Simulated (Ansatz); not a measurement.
Runs of Ansatz 0.2.0 on NaBe2Se2. Symmetry: P-6m2, No. 187, hexagonal system. Conventional cell: a = 3.672 Å, b = 3.672 Å, c = 8.011 Å, α = 90.00°, β = 90.00°, γ = 120.00°. Na (site symmetry -6m2) has 6 Se at 3.04 Å as nearest neighbours. Be (site symmetry 3m) has 3 Se at 2.22 Å and 1 Be at 2.35 Å as nearest neighbours. Around Se (site symmetry 3m) lie 3 Be at 2.22 Å. The cell was built by a generator and needn't be a form met in nature.

```csv
task,level,spin,cell,points for each segment of the path,gap on the mesh (eV),pressure (GPa),relaxed volume (Å³/atom),largest force (eV/Å)
relaxation of cell and atoms,PBEsol+D4,off,relaxed,-,none,0.0,(a),-
relaxation of cell and atoms,PBEsol+D3(BJ),off,relaxed,-,none,0.0,17.36,-
relaxation of cell and atoms,PBEsol,off,relaxed,-,none,0.0,18.15,-
band structure,PBE,"SOC, no magnetisation",as given,14,none,0.0,-,0.03
band structure,PBE,off,as given,14,none,0.0,-,0.03
```

Alike in all rows: potentials or basis Ansatz PAW; k mesh 6 × 6 × 3; cutoff (eV) 420; smearing fermi-dirac 0.05 eV.

Question: Fill in the values left out.

Answer: (a) 17.81.

Caveats: the plane-wave basis is chosen anew once the cell has moved, so the energies of steps on either side of that aren't comparable (some runs); the PAW data sets come from PBE, with cores solved anew for the run's functional, which leaves a small shift of forces and pressure (some runs); pairwise dispersion overbinds metals, which lowers pressure and volume (some runs).

A k mesh can miss the band edges, and rows without SOC leave out spin-orbit coupling on Se.

A gap of «none» marks a metal or a gap under the smearing width.
